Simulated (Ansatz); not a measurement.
# BiTe: the cost of one run

Program: Ansatz 0.2.0. Level of theory: DFT LDA, scalar-relativistic, plane waves, PAW. These are calculated values, not measurements.

## (1) The starting structure

The structure is trigonal, space group R-3m (No. 166). Conventional cell: a = 4.845 Å, b = 4.845 Å, c = 9.952 Å, α = 90.00°, β = 90.00°, γ = 120.00°. Bi (site symmetry -3m) is surrounded by 6 Te at 3.25 Å. Around Te (site symmetry -3m) lie 6 Bi at 3.25 Å.

As a file:

```cif
data_structure
_symmetry_space_group_name_H-M 'R-3m:H'
_symmetry_Int_Tables_number 166
_cell_length_a 4.8454
_cell_length_b 4.8454
_cell_length_c 9.9519
_cell_angle_alpha 90.000
_cell_angle_beta 90.000
_cell_angle_gamma 120.000
_cell_volume 202.35
loop_
_atom_site_label
_atom_site_type_symbol
_atom_site_symmetry_multiplicity
_atom_site_Wyckoff_symbol
_atom_site_fract_x
_atom_site_fract_y
_atom_site_fract_z
_atom_site_occupancy
Bi1 Bi 3 b 0.33333 0.66667 0.16667 1
Te1 Te 3 a 0.00000 0.00000 0.00000 1
```

The structure comes from the Materials Project (structure only).

## (2) Quick check of gap, pressure and forces

File input.yaml:

```yaml
crystal:
  lattice:
    - [2.4227077728, 1.3987509848, 3.3172919545]
    - [-2.4227077728, 1.3987509848, 3.3172919545]
    - [0.0, -2.7975019696, 3.3172919545]
  atoms:
    - { symbol: Bi, position: [0.5, 0.5, 0.5] }
    - { symbol: Te, position: [0.0, 0.0, 0.0] }
basis:
  ecutwfc: 420
kpoints:
  mp_grid: { grid: [6, 6, 6] }
hamiltonian:
  xc: lda
scf:
  occupations: { method: gaussian, width: 0.1 }
output:
  forces: true
  stress: true
  eigenvalues: true
```

Started as:

```console
> ansatz run input.yaml --threads 1 --pin off --max-ram 1228MiB --backend cpu --events-out ev --progress --plain --runs-dir out
```

Q: Estimate wall time and peak memory on 1 thread of an x86-64 CPU, shared host.

About 1.4 s, with a peak of 0.45 GiB.
